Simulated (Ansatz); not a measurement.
# C3H7FSi: the cost of one run

Program: Ansatz 0.2.0. Level of theory: RKS PBE0/6-31G. These are calculated values, not measurements.

## Step 1: The system as given

Bond lengths: F1–Si2 1.537 Å, Si2–C3 1.870 Å, C3–C4 1.568 Å, Si2–C5 1.899 Å, C4–C5 1.529 Å, Si2–H6 1.498 Å, C3–H7 1.057 Å, C3–H8 1.157 Å, C4–H9 1.139 Å, C4–H10 1.047 Å, C5–H11 1.089 Å, C5–H12 1.064 Å. Angles (14 of 24 angles, heavy atoms first): F1–Si2–C3 109.6°, F1–Si2–C5 111.4°, C3–Si2–C5 76.1°, Si2–C3–C4 88.8°, C3–C4–C5 97.2°, Si2–C5–C4 88.9°, F1–Si2–H6 116.2°, C3–Si2–H6 119.2°, C5–Si2–H6 117.9°, Si2–C3–H7 118.8°, Si2–C3–H8 110.9°, C4–C3–H7 119.6°, C4–C3–H8 108.8°, C3–C4–H9 105.9°.

Coordinates:

```xyz
12

F    -1.9855    1.2008    0.3108
Si   -0.4991    1.0265    0.6606
C    -0.1115   -0.7911    0.8651
C     0.1757   -0.8702   -0.6743
C     0.5304    0.6031   -0.8784
H     0.0710    2.0103    1.6360
H    -0.8433   -1.4227    1.2919
H     0.8826   -0.9394    1.4372
H    -0.8194   -1.1282   -1.1644
H     0.8605   -1.6059   -0.9688
H     1.5887    0.7880   -0.6981
H     0.2268    1.0736   -1.7836
```

## Step 2: Relaxing the start

The input, input.yaml:

```yaml
crystal:
  periodic: [false, false, false]
  atoms:
    - { symbol: F, position_ang: [-1.9855, 1.2008, 0.3108] }
    - { symbol: Si, position_ang: [-0.4991, 1.0265, 0.6606] }
    - { symbol: C, position_ang: [-0.1115, -0.7911, 0.8651] }
    - { symbol: C, position_ang: [0.1757, -0.8702, -0.6743] }
    - { symbol: C, position_ang: [0.5304, 0.6031, -0.8784] }
    - { symbol: H, position_ang: [0.071, 2.0103, 1.636] }
    - { symbol: H, position_ang: [-0.8433, -1.4227, 1.2919] }
    - { symbol: H, position_ang: [0.8826, -0.9394, 1.4372] }
    - { symbol: H, position_ang: [-0.8194, -1.1282, -1.1644] }
    - { symbol: H, position_ang: [0.8605, -1.6059, -0.9688] }
    - { symbol: H, position_ang: [1.5887, 0.788, -0.6981] }
    - { symbol: H, position_ang: [0.2268, 1.0736, -1.7836] }
basis:
  gaussian: { orbitals: "6-31G" }
hamiltonian:
  xc: pbe0
relax:
  f_tol: 0.02
  max_steps: 40
scf:
  lower_state_search: "off"
```

On the command line:

```sh
$ ansatz run input.yaml --threads 1 --pin off --max-ram 2048MiB --backend cpu --events-out ev --progress --plain --runs-dir out
```

Q: Estimate wall time and peak memory on 1 thread of Arm Neoverse V1, shared host.

About 27 s, with a peak of 0.13 GiB.
